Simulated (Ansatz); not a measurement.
# C2H8B2OSSi: the cost of one run

Program: Ansatz 0.2.0. Level of theory: RKS PBE0-D4/6-31G*. These are calculated values, not measurements.

### 1 The structure to begin with

Bond lengths (14 of 15 bonds, heavy atoms first): B1–Si2 1.980 Å, Si2–C3 1.891 Å, C3–O4 1.372 Å, O4–B5 1.447 Å, B5–C6 1.603 Å, C3–S7 1.800 Å, B5–S7 1.909 Å, B1–H8 1.131 Å, B1–H9 1.141 Å, Si2–H10 1.491 Å, Si2–H11 1.486 Å, C3–H12 1.052 Å, C6–H13 1.123 Å, C6–H14 1.081 Å. Angles (14 of 26 angles, heavy atoms first): B1–Si2–C3 111.1°, Si2–C3–O4 109.4°, Si2–C3–S7 109.1°, O4–C3–S7 94.5°, C3–O4–B5 102.2°, O4–B5–C6 132.1°, O4–B5–S7 87.7°, C6–B5–S7 130.0°, C3–S7–B5 72.5°, B1–Si2–H10 108.5°, B1–Si2–H11 109.9°, C3–Si2–H10 110.4°, C3–Si2–H11 108.7°, Si2–B1–H8 119.1°.

Coordinates:

```xyz
15

B     0.8089   -3.2770   -0.3446
Si    0.1480   -1.8371    0.8426
C    -0.4564   -0.3527   -0.1611
O    -0.7319    0.6906    0.6870
B     0.0297    1.7717    0.0996
C    -0.3562    3.2833   -0.2678
S     0.9571    0.4566   -0.9278
H     0.2693   -4.2704   -0.3568
H     1.6580   -3.0052   -1.0573
H     1.2548   -1.4325    1.7558
H    -0.9774   -2.3421    1.6713
H    -1.2131   -0.6021   -0.8488
H    -0.8479    3.8006    0.5997
H     0.5293    3.8245   -0.5703
H    -1.0939    3.2412   -1.0920
```

### 2 Relaxing end A

Input file input.yaml:

```yaml
crystal:
  periodic: [false, false, false]
  atoms:
    - { symbol: B, position_ang: [0.8089, -3.277, -0.3446] }
    - { symbol: Si, position_ang: [0.148, -1.8371, 0.8426] }
    - { symbol: C, position_ang: [-0.4564, -0.3527, -0.1611] }
    - { symbol: O, position_ang: [-0.7319, 0.6906, 0.687] }
    - { symbol: B, position_ang: [0.0297, 1.7717, 0.0996] }
    - { symbol: C, position_ang: [-0.3562, 3.2833, -0.2678] }
    - { symbol: S, position_ang: [0.9571, 0.4566, -0.9278] }
    - { symbol: H, position_ang: [0.2693, -4.2704, -0.3568] }
    - { symbol: H, position_ang: [1.658, -3.0052, -1.0573] }
    - { symbol: H, position_ang: [1.2548, -1.4325, 1.7558] }
    - { symbol: H, position_ang: [-0.9774, -2.3421, 1.6713] }
    - { symbol: H, position_ang: [-1.2131, -0.6021, -0.8488] }
    - { symbol: H, position_ang: [-0.8479, 3.8006, 0.5997] }
    - { symbol: H, position_ang: [0.5293, 3.8245, -0.5703] }
    - { symbol: H, position_ang: [-1.0939, 3.2412, -1.092] }
basis:
  gaussian: { orbitals: "6-31G*" }
hamiltonian:
  xc: pbe0
  dispersion: d4
relax:
  f_tol: 0.015
  max_steps: 40
```

Launch:

```bash
ansatz run input.yaml --threads 2 --pin off --max-ram 3072MiB --backend cpu --events-out ev --progress --plain --runs-dir out
```

**Question.** How long does this run take on 2 threads of Intel Xeon Platinum 8488C (Sapphire Rapids), shared host, and how much memory does it need?

About 4.1 min, with a peak of 0.37 GiB.
